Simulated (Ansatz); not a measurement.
# Lu (dhcp type): the cost of one run

Method: DFT PBE, with the methods named in each step, in Ansatz 0.2.0.

3 further runs of the same task are left out: 3 that didn't finish.

**1. The starting structure**

It takes space group P6_3/mmc (No. 194, hexagonal). The conventional cell has a = 3.474 Å, b = 3.474 Å, c = 11.133 Å, α = 90.00°, β = 90.00°, γ = 120.00°. Around Lu (site symmetry -3m) lie 12 Lu at 3.43 to 3.47 Å. Lu (site symmetry -6m2) has 12 Lu at 3.43 to 3.47 Å as nearest neighbours.

Coordinates:

```
Lu
1.0
     3.47365    0.00000    0.00000
    -1.73682    3.00827    0.00000
     0.00000    0.00000   11.13282
Lu
4
Direct
  0.00000 0.00000 0.00000
  0.00000 0.00000 0.50000
  0.33333 0.66667 0.25000
  0.66667 0.33333 0.75000
```

Whether this phase is the stable one at these pressures isn't tested.

Atoms are numbered in the order of the input: Lu1, Lu2, Lu3, Lu4.

**2. The reference volume, LAPW**

File input.yaml:

```yaml
crystal:
  lattice:
    - [3.4736491469, 0.0, 0.0]
    - [-1.7368245734, 3.008268405, 0.0]
    - [0.0, 0.0, 11.1328244942]
  atoms:
    - { symbol: Lu, position: [0.0, 0.0, 0.0] }
    - { symbol: Lu, position: [0.0, 0.0, 0.5] }
    - { symbol: Lu, position: [0.3333333333, 0.6666666667, 0.25] }
    - { symbol: Lu, position: [0.6666666667, 0.3333333333, 0.75] }
kpoints:
  mp_grid: { grid: [10, 10, 3] }
  band_path:
    path:
      - [0.0, 0.0, 0.0]
      - [0.5, 0.0, 0.0]
      - [0.3333333333, 0.3333333333, 0.0]
      - [0.0, 0.0, 0.0]
      - [0.0, 0.0, 0.5]
      - [0.5, 0.0, 0.5]
      - [0.3333333333, 0.3333333333, 0.5]
      - [0.0, 0.0, 0.5]
      - [0.5, 0.0, 0.5]
    npoints: 14
scf:
  occupations: { method: fermi_dirac, width: 0.1 }
hamiltonian:
  xc: pbe
  pseudopotentials: { kind: all_electron, lapw: { basis_error: 0.001 } }
output:
  forces: true
  stress: true
  eigenvalues: true
  populations: true
  dos: { projected: true, de: 0.2, e_range: [-14, 8] }
```

Started as:

```bash
> ansatz run input.yaml --threads 1 --pin off --max-ram 3072MiB --backend cpu --events-out ev --progress --plain --runs-dir out
```

**Question.** How long does this run take on 1 thread of Arm Neoverse V1, shared host, and how much memory does it need?

About 2 min, with a peak of 0.52 GiB.
